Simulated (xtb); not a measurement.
**C5N4 (methanetetracarbonitrile) at GFN2-xTB**

Aim: a geometry optimisation of C5N4 (methanetetracarbonitrile). 

Program for the calculation: xtb 6.7.1.

## Step 1: Starting point

C5N4: 9 atoms, total charge 0, spin state singlet. SMILES: `N#CC(C#N)(C#N)C#N`. All atoms were displaced at random from a relaxed shape. The run starts from this shape.

Bond lengths: N1–C2 1.176 Å, C2–C3 1.525 Å, C3–C4 1.462 Å, C4–N5 1.180 Å, C3–C6 1.475 Å, C6–N7 1.074 Å, C3–C8 1.494 Å, C8–N9 1.118 Å. Angles: N1–C2–C3 173.9°, C2–C3–C4 112.3°, C2–C3–C6 108.0°, C2–C3–C8 103.0°, C4–C3–C6 112.9°, C4–C3–C8 106.1°, C6–C3–C8 114.1°, C3–C4–N5 174.9°, C3–C6–N7 174.6°, C3–C8–N9 171.0°.

## Step 2: A structure relaxation at GFN2-xTB

The input, xtb.inp:

```
$chrg 0
$spin 0
$opt
   engine=rf
$end
```

The input, start.xyz:

```xyz
9

N      1.60805000    -2.06868000    -0.51190000
C      0.95469000    -1.13098000    -0.23296000
C      0.01336000     0.04600000     0.00200000
C     -0.94531000     0.21633000    -1.08894000
N     -1.64178000     0.39775000    -2.02459000
C      0.83480000     1.24753000     0.23838000
N      1.35390000     2.16165000     0.45953000
C     -0.78235000    -0.39221000     1.18872000
N     -1.45389000    -0.56192000     2.06582000
```

Command:

```sh
$ xtb start.xyz -I xtb.inp --opt normal > run.log 2> xtb.err
```

What values should one expect? Wanted: total energy at the end; dipole moment; HOMO energy; LUMO energy; HOMO–LUMO gap; dispersion energy; mean polarisability.

Answer, from the run:

At GFN2-xTB:

| quantity | value |
| --- | --- |
| total energy at the end | -22.19208 Eh |
| dipole moment | 0.01 D |
| HOMO energy | -13.32 eV |
| LUMO energy | -8.16 eV |
| HOMO–LUMO gap | 5.16 eV |
| dispersion energy | -20.97 kJ/mol |
| mean polarisability (D4 model) | 68.8 bohr³ |

**Reading.** At the final geometry: Bond lengths: N1–C2 1.138 Å, C2–C3 1.464 Å, C3–C4 1.463 Å, C4–N5 1.138 Å, C3–C6 1.464 Å, C6–N7 1.138 Å, C3–C8 1.464 Å, C8–N9 1.138 Å. Angles: N1–C2–C3 179.9°, C2–C3–C4 109.5°, C2–C3–C6 109.4°, C2–C3–C8 109.5°, C4–C3–C6 109.5°, C4–C3–C8 109.5°, C6–C3–C8 109.4°, C3–C4–N5 179.9°, C3–C6–N7 179.7°, C3–C8–N9 179.9°. The optimisation took 11 steps and changed the energy by -0.719 eV. Mulliken charges run from -0.16 on N5 to +0.14 on C8.
